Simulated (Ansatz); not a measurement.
# AlCl3H2S: small, medium and large basis sets

Aim: see how fast density functionals converge with the basis set for AlCl3H2S.

The runs use Ansatz 0.2.0, Gaussian basis; one geometry, several basis sets.

The runs, in order: PBE0-D4/def2-SVP; ωB97M-V/def2-SVP; PBE0-D4/def2-QZVPP; ωB97M-V/def2-QZVPP; the functionals' def2-TZVPP values are taken from earlier runs.

## 1. Structure used throughout

An earlier PBE0-D4 in a triple-zeta def2 set relaxation fixed the geometry.

SMILES `[SH2+][Al-]([Cl])([Cl])[Cl]`, 7 atoms, charge 0, spin multiplicity 1.

Atoms are counted from 1 here; the program's logs count them from 0.

Bond lengths: S1–Al2 2.468 Å, S1–H6 1.346 Å, S1–H7 1.346 Å, Al2–Cl3 2.100 Å, Al2–Cl4 2.100 Å, Al2–Cl5 2.105 Å. Angles: Al2–S1–H6 95.8°, Al2–S1–H7 95.8°, H6–S1–H7 93.0°, S1–Al2–Cl3 98.6°, S1–Al2–Cl4 98.6°, S1–Al2–Cl5 101.3°, Cl3–Al2–Cl4 118.4°, Cl3–Al2–Cl5 116.8°, Cl4–Al2–Cl5 116.8°.

## 2. PBE0-D4 in def2-SVP

The input, in.yaml:

```yaml
crystal:
  periodic: [false, false, false]
  atoms:
    - {symbol: S, position_ang: [-0.829214, 0.731183, 1.055673]}
    - {symbol: Al, position_ang: [0.397402, -0.804383, -0.436339]}
    - {symbol: Cl, position_ang: [1.691913, -1.654629, 0.982140]}
    - {symbol: Cl, position_ang: [-1.228093, -1.946191, -1.118067]}
    - {symbol: Cl, position_ang: [1.248418, 0.547158, -1.807181]}
    - {symbol: H, position_ang: [-1.399442, 1.450442, 0.071365]}
    - {symbol: H, position_ang: [0.180217, 1.608418, 1.206710]}
basis:
  gaussian: {orbitals: def2-SVP}
hamiltonian: {xc: pbe0, dispersion: d4}
output: {orbitals: {seedname: orbitals}}
```

Further steps of the session: ωB97M-V in def2-SVP; PBE0-D4 in def2-QZVPP; ωB97M-V in def2-QZVPP.

Q: Predict the results of all the runs planned. Wanted: PBE0-D4: double and triple zeta above quadruple; ωB97M-V: double and triple zeta above quadruple.

The runs gave:

| quantity | value |
| --- | --- |
| PBE0-D4: double and triple zeta above quadruple | 20.71, 1.64 eV |
| ωB97M-V: double and triple zeta above quadruple | 20.44, 1.57 eV |

In words: PBE0-D4 gains 19.07 eV from double to triple zeta, then 1.64 eV more. These are total energies; as a rule much of such shifts cancels in differences, which this series doesn't test. The LUMO of ωB97M-V is positive and keeps falling with the basis (1.38 to 0.57 eV): an unbound level that the basis holds in place.
